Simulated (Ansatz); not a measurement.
# Lithium, dhcp under r²SCAN: from relaxation to bulk modulus

What does r²SCAN give for lithium in the dhcp structure? We relax it, solve it on a dense k-mesh, then scale the cell to 7 volumes from 88 to 112 % of the relaxed one and try a fit of the equation of state. Spin polarisation is left out. The k-meshes are 12×12×3 for the relaxation; 15×15×4 for the dense run; 13×13×4 for the volumes.

Method: DFT r2SCAN, plane waves (500 eV) with PAW, scalar-relativistic; PAW files made under PBE, frozen cores solved again for the functional, in Ansatz 0.2.0.

## Step 1: Starting point

It takes space group P6_3/mmc (No. 194, hexagonal). The conventional cell has a = 3.126 Å, b = 3.126 Å, c = 10.211 Å, α = 90.00°, β = 90.00°, γ = 120.00°. Around Li (site symmetry -3m) lie 12 Li at 3.13 Å. Li (site symmetry -6m2) has 12 Li at 3.13 Å as nearest neighbours.

Coordinates:

```
CELL_PARAMETERS angstrom
3.12643 0.00000 0.00000
-1.56321 2.70756 0.00000
0.00000 0.00000 10.21091
ATOMIC_POSITIONS crystal
Li 0.00000 0.00000 0.00000
Li 0.00000 0.00000 0.50000
Li 0.33333 0.66667 0.25000
Li 0.66667 0.33333 0.75000
```

## Step 2: Relaxation of the cell

File input.yaml:

```yaml
crystal:
  lattice:
    - [3.1264265076, 0.0, 0.0]
    - [-1.5632132538, 2.7075647787, 0.0]
    - [0.0, 0.0, 10.2109089739]
  atoms:
    - { symbol: Li, position: [0.0, 0.0, 0.0] }
    - { symbol: Li, position: [0.0, 0.0, 0.5] }
    - { symbol: Li, position: [0.3333333333, 0.6666666667, 0.25] }
    - { symbol: Li, position: [0.6666666667, 0.3333333333, 0.75] }
hamiltonian:
  xc: r2scan
  pseudopotentials:
    kind: paw
    azcp:
      Li: "pseudopotentials/Li.paw.azcp"
basis:
  ecutwfc: 500
  fft_grid_basis: typed
kpoints:
  mp_grid: { grid: [12, 12, 3], shift: [0, 0, 0] }
magnetization:
  spin_polarized: false
scf:
  occupations: { method: fermi_dirac, width: 0.1 }
relax:
  max_steps: 60
  f_tol: 0.01
  cell: {}
```

Launch:

```bash
$ ansatz run input.yaml --threads 1 --pin off --max-ram 3584MiB --backend cpu --events-out ev --progress --plain --runs-dir out
```

After this run come: Dense single point; Equation of state: 88 %; Equation of state: 92 %; Equation of state: 96 %; Equation of state: 100 %; Equation of state: 104 %; Equation of state: 108 %; Equation of state: 112 %.

Before running it: what results should come out? Wanted: space group; conventional cell; volume; shortest distance; gap on the mesh; relative to bcc; highest ELF outside the cores; V₀, B₀, B₀′.

As calculated:

| quantity | value |
| --- | --- |
| space group (spins left aside) | P6_3/mmc (No. 194) |
| conventional cell | a = 3.099 Å, c = 10.098 Å (c/a = 3.259) |
| volume | 20.996 Å³/atom |
| shortest distance | 3.094 Å |
| gap on the mesh | none (levels filled in part) |
| relative to bcc | -1 meV/atom |
| highest ELF outside the cores | 0.71, 2.06 Å from the nearest atom |
| V₀, B₀, B₀′ | 20.978 Å³/atom, 13.0 GPa, 3.3 |

**Reading.** The relaxation shrank the cell by 2.8 % in volume. Against the reference form of lithium (bcc, computed apart with the same settings) it stands 1 meV/atom lower, within what mesh and smearing can decide. Levels at the Fermi energy are filled in part, as in a metal. B₀ comes out at 13.0 GPa, a soft solid; letting shape and positions relax at each volume could only lower it. The symmetry was held, so the structure may be unstable against distortions that break it.
